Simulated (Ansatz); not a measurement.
# TaTe (rocksalt): equation of state

An exercise on one series of results from a longer session: the logs are not shown, and one member is left open.

Program: Ansatz 0.2.0. Level of theory: DFT PBE, scalar-relativistic, plane waves, PAW. These are calculated values, not measurements.

2 further runs of the same task are left out: 1 that didn't finish, 1 set aside as unsound or not needed.

## The starting structure

The structure is cubic, space group Fm-3m (No. 225). The conventional cell has a = 5.696 Å, b = 5.696 Å, c = 5.696 Å, α = 90.00°, β = 90.00°, γ = 90.00°. Ta (site symmetry m-3m) has 6 Te at 2.85 Å as nearest neighbours. Te (site symmetry m-3m) has 6 Ta at 2.85 Å as nearest neighbours.

As a file:

```
CELL_PARAMETERS angstrom
0.00000 2.84795 2.84795
2.84795 0.00000 2.84795
2.84795 2.84795 0.00000
ATOMIC_POSITIONS crystal
Ta 0.50000 0.50000 0.50000
Te 0.00000 0.00000 0.00000
```

An earlier run at PBE left this cell at 23.099 Å³/atom and 0.00 GPa (10×10×10 mesh).

Volume factors to run: 0.980, 1.020, 0.960, 1.040, 1.070, 1.100, 0.945.

Set-up of the first run:

File input.yaml:

```yaml
crystal:
  lattice:
    - [0.0, 2.8288329135, 2.8288329135]
    - [2.8288329135, 0.0, 2.8288329135]
    - [2.8288329135, 2.8288329135, 0.0]
  atoms:
    - { symbol: Ta, position: [0.5, 0.5, 0.5], spin: 0.13 }
    - { symbol: Te, position: [0.0, 0.0, 0.0] }
basis:
  ecutwfc: 420
  ecutrho_ratio: 4
kpoints:
  mp_grid: { grid: [10, 10, 10] }
hamiltonian:
  xc: pbe
scf:
  occupations: { method: gaussian, width: 0.05 }
output:
  forces: true
  stress: true
  eigenvalues: true
  populations: true
magnetization:
  spin_polarized: true
```

On the command line:

```bash
ansatz run input.yaml --threads 2 --pin off --max-ram 2662MiB --backend cpu --events-out ev --progress --plain --runs-dir out
```

Among the steps run: Scaling the volume by 0.980; Volume × 1.020; Volume × 0.960; At 1.040 of the relaxed volume; At 1.070 of the relaxed volume; Volume × 1.100; At 0.945 of the relaxed volume.

One of the session's tables, all rows but one given; the rest of the session is left out.

It belongs to the step «The fit». 

| volume (Å³/atom) | energy (meV/atom) | pressure (GPa) | moment of atom 1 (μB) |
| --- | --- | --- | --- |
| 21.829 | 25.98 | 6.95 | 0.00 |
| 22.175 | 13.40 | 4.81 | 0.00 |
| 22.637 | ? | ? | ? |
| 23.099 | 0.00 | 0.00 | 0.12 |
| 23.561 | 3.07 | -1.97 | 0.16 |
| 24.023 | 10.57 | -3.55 | 0.27 |
| 24.716 | 31.05 | -5.88 | 0.31 |
| 25.409 | 60.84 | -7.80 | 0.37 |

Estimate the missing values for volume (Å³/atom) = 22.637.

Worked estimate for «energy (meV/atom)». A straight line through the neighbours (22.175, 13.40) and (23.099, 0.00) gives 13.40 + (0.00 − 13.40) × (22.637 − 22.175) / (23.099 − 22.175) = 6.70; a parabola fitted to 4 rows on both sides gives 3.30.

As computed: energy (meV/atom): 3.24; pressure (GPa): 2.28; moment of atom 1 (μB): 0.09. In «energy (meV/atom)» the line misses by +3.46 and the parabola by +0.06.

To keep in mind: Warnings in the runs' records: seeded moment not kept.
